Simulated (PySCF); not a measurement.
**One shape, several levels: ScClF2 (SMILES [F][Sc]([F])[Cl])**

Aim: a comparison of 6 runs (HF/3-21G, PBE0/def2-SVP, B3LYP/6-31G*, BLYP/aug-cc-pVDZ, MP2/def2-SVP, CCSD(T)/def2-SVP) of ScClF2. The job is set up through a Python script.

Program for the calculation: PySCF 2.14.0.

### 1 Starting point

ScClF2: 4 atoms, total charge 0, spin state singlet. As SMILES, `[F][Sc]([F])[Cl]`. The shape is that of a PBE0-D4/def2-TZVP optimisation.

Bond lengths: F1–Sc2 1.825 Å, Sc2–F3 1.825 Å, Sc2–Cl4 2.297 Å. Angles: F1–Sc2–F3 117.7°, F1–Sc2–Cl4 121.1°, F3–Sc2–Cl4 121.2°.

### 2 Energy and forces at HF/3-21G (run 1)

Contents of input.py:

```python
from pyscf import gto

mol = gto.Mole()
mol.atom = '''
F      2.281655     0.798031     2.607255
Sc     0.133415    -0.158170     0.084471
F     -0.029102    -3.513757    -0.695419
Cl    -2.280710     2.759945    -2.034668
'''
mol.unit = 'bohr'
mol.verbose = 4
mol.basis = '3-21g'
mol.max_memory = 1860
mol.build()

mf = mol.RHF()
mf.conv_tol = 1e-10
mf.kernel()
if not mf.converged:
    mf = mf.newton().run(mf.mo_coeff, mf.mo_occ)

e_tot = mf.e_tot
print(f'total energy: {e_tot:.8f} hartree')
grad = mf.nuc_grad_method().kernel()
dip = mf.dip_moment()
pop, q = mf.mulliken_pop()
```

The run is started by

```bash
$ OMP_NUM_THREADS=1 python input.py
```

Log:

```text
PySCF version 2.14.0

[... 58 lines left out ...]
converged SCF energy = -1411.42608346066
total energy: -1411.42608346 hartree
[... 10 lines left out ...]
Dipole moment(X, Y, Z, Debye):  1.06009, -1.28245,  0.93093
[... 63 lines left out ...]
charge of    3Cl =     -0.59649
```

Run time: 5.1 s. Hardware: 1 thread of Intel Xeon at 2.50GHz (Skylake/Cascade Lake), shared host; peak memory 0.13 GiB.

### 3 Energy and forces at PBE0/def2-SVP (run 2)

Contents of calc.py:

```python
from pyscf import gto, dft

system = gto.M(
    atom='''
F        1.207400       0.422300       1.379700
Sc       0.070600      -0.083700       0.044700
F       -0.015400      -1.859400      -0.368000
Cl      -1.206900       1.460500      -1.076700
''',
    max_memory=1860,
    charge=0,
    basis='def2-svp',
    verbose=4,
)

calc0 = dft.RKS(system)
calc0.xc = 'pbe0'
calc0.grids.level = 5
calc0.conv_tol = 1e-10
calc0.kernel()
if not calc0.converged:
    calc0 = calc0.newton().run(calc0.mo_coeff, calc0.mo_occ)

e_tot = calc0.e_tot
print('E = %.10f Eh' % e_tot)
grad = calc0.nuc_grad_method().kernel()
dip = calc0.dip_moment()
pop, q = calc0.mulliken_pop()
```

The run is started by

```bash
$ OMP_NUM_THREADS=1 python calc.py
```

Log:

```text
PySCF version 2.14.0

[... 73 lines left out ...]
converged SCF energy = -1419.91866523407
[... 12 lines left out ...]
Dipole moment(X, Y, Z, Debye):  0.35179, -0.42597,  0.30915
[... 82 lines left out ...]
charge of    3Cl =     -0.30902
```

Run time: 43 s. Hardware: 1 thread of Intel Xeon at 2.50GHz (Skylake/Cascade Lake), shared host; peak memory 0.75 GiB.

### 4 Energy and forces at B3LYP/6-31G(d) (Cartesian functions) (run 3)

Contents of job.py:

```python
import pyscf.grad
from pyscf import gto, dft

system = gto.Mole()
system.atom = 'F 1.207400 0.422300 1.379700; Sc 0.070600 -0.083700 0.044700; F -0.015400 -1.859400 -0.368000; Cl -1.206900 1.460500 -1.076700'
system.cart = True
system.max_memory = 1860
system.verbose = 4
system.basis = '6-31g*'
system.build()

mf = dft.RKS(system)
mf.xc = 'b3lyp'
mf.grids.level = 5
mf.conv_tol = 1e-10
mf.kernel()
if not mf.converged:
    mf = mf.newton().run(mf.mo_coeff, mf.mo_occ)

e_tot = mf.e_tot
print('E = %.10f Eh' % e_tot)
grad = mf.Gradients().kernel()
mf.analyze()
```

The run is started by

```bash
$ OMP_NUM_THREADS=1 python job.py
```

Log:

```text
PySCF version 2.14.0

[... 99 lines left out ...]
MO #3   energy= -24.6740656702032  occ= 2
[... 16 lines left out ...]
MO #20  energy= -0.43150490866886  occ= 2
[... 16 lines left out ...]
MO #37  energy= 0.0319086661276759 occ= 0
[... 16 lines left out ...]
MO #54  energy= 0.961683259864063  occ= 0
[... 16 lines left out ...]
MO #71  energy= 1.85243428115251   occ= 0
[... 16 lines left out ...]
MO #88  energy= 4.27426613919689   occ= 0
[... 95 lines left out ...]
Dipole moment(X, Y, Z, Debye):  0.66999, -0.81053,  0.58847
```

Wall time 60 s (1 thread of Intel Xeon at 2.50GHz (Skylake/Cascade Lake), shared host); peak memory 0.86 GiB.

Runs 4 to 5 aren't shown in full; the table further down has their settings and results.

### 5 The energy at CCSD(T)/def2-SVP (run 6)

Contents of run.py:

```python
from pyscf import gto, scf, cc

molecule = gto.Mole()
molecule.atom = '''
F      1.207400     0.422300     1.379700
Sc     0.070600    -0.083700     0.044700
F     -0.015400    -1.859400    -0.368000
Cl    -1.206900     1.460500    -1.076700
'''
molecule.verbose = 4
molecule.charge = 0
molecule.max_memory = 1860
molecule.basis = 'def2-svp'
molecule.build()

hf = scf.RHF(molecule)
hf.conv_tol = 1e-10
hf.kernel()
if not hf.converged:
    hf = hf.newton().run(hf.mo_coeff, hf.mo_occ)

mycc = cc.CCSD(hf, frozen=12)
mycc.kernel()
e_t = mycc.ccsd_t()
energy = mycc.e_tot + e_t
print('E(%s) = %.9f' % ('CCSD(T)', energy))
hf.analyze()
```

The run is started by

```bash
$ OMP_NUM_THREADS=1 python run.py
```

Log:

```text
PySCF version 2.14.0

[... 99 lines left out ...]
MO #2   energy= -104.76862047753   occ= 2
[... 14 lines left out ...]
MO #17  energy= -1.48784205798589  occ= 2
[... 14 lines left out ...]
MO #32  energy= 0.108944875178104  occ= 0
[... 14 lines left out ...]
MO #47  energy= 1.00265660771068   occ= 0
[... 14 lines left out ...]
MO #62  energy= 1.6538043602617    occ= 0
[... 14 lines left out ...]
MO #77  energy= 3.77295446219005   occ= 0
[... 84 lines left out ...]
Dipole moment(X, Y, Z, Debye):  0.24015, -0.29134,  0.21119
```

It took 35 s on 1 thread of Intel Xeon at 2.50GHz (Skylake/Cascade Lake), shared host; peak memory 0.31 GiB.

### 6 Overview of the runs

```
run                               level  integration grid  Cartesian functions   energy (Eh)  dipole moment (D) of the reference  HOMO energy (eV)  LUMO energy (eV)  wall time
  1                            HF/3-21G                 –                   no  -1411.426083                                1.91            -12.52              0.19      5.1 s
  2                       PBE0/def2-SVP                 5                   no  -1419.918665                                0.63             -9.03             -2.75       43 s
  3  B3LYP/6-31G* (Cartesian functions)                 5                  yes  -1420.809669                                1.21             -8.76             -2.96       60 s
  4                    BLYP/aug-cc-pVDZ                 5                   no  -1420.913915                                0.54             -7.74             -3.89    3.6 min
  5                        MP2/def2-SVP                 –                   no  -1418.725300                                0.43            -12.50              0.15       29 s
  6                    CCSD(T)/def2-SVP                 –                   no  -1418.762259                                0.43            -12.50              0.15       35 s
```

### 7 Results

```
                                           quantity           value
                                run 6: total energy  -1418.76226 Eh
        run 6: dipole moment (Hartree–Fock density)          0.43 D
         run 6: HOMO energy (Hartree–Fock orbitals)       -12.50 eV
         run 6: LUMO energy (Hartree–Fock orbitals)         0.15 eV
       run 6: HOMO–LUMO gap (Hartree–Fock orbitals)        12.65 eV
run 6: correlation energy (12 core orbitals frozen)      -757.3 mEh
                              run 6: (T) correction      -15.81 mEh
                               run 6: T1 diagnostic           0.016
```

**Reading.** Over runs 1, 2, 3, 4 the dipole moment (its size) runs from 0.54 D (BLYP/aug-cc-pVDZ) to 1.91 D (HF/3-21G). The two ends differ in method and basis. Over runs 1, 2, 3, 4 the HOMO–LUMO gap runs from 3.85 eV (BLYP/aug-cc-pVDZ) to 12.71 eV (HF/3-21G). Totals of different functionals can't be ranked against each other. All runs together took 6.5 min, the longest 3.6 min.
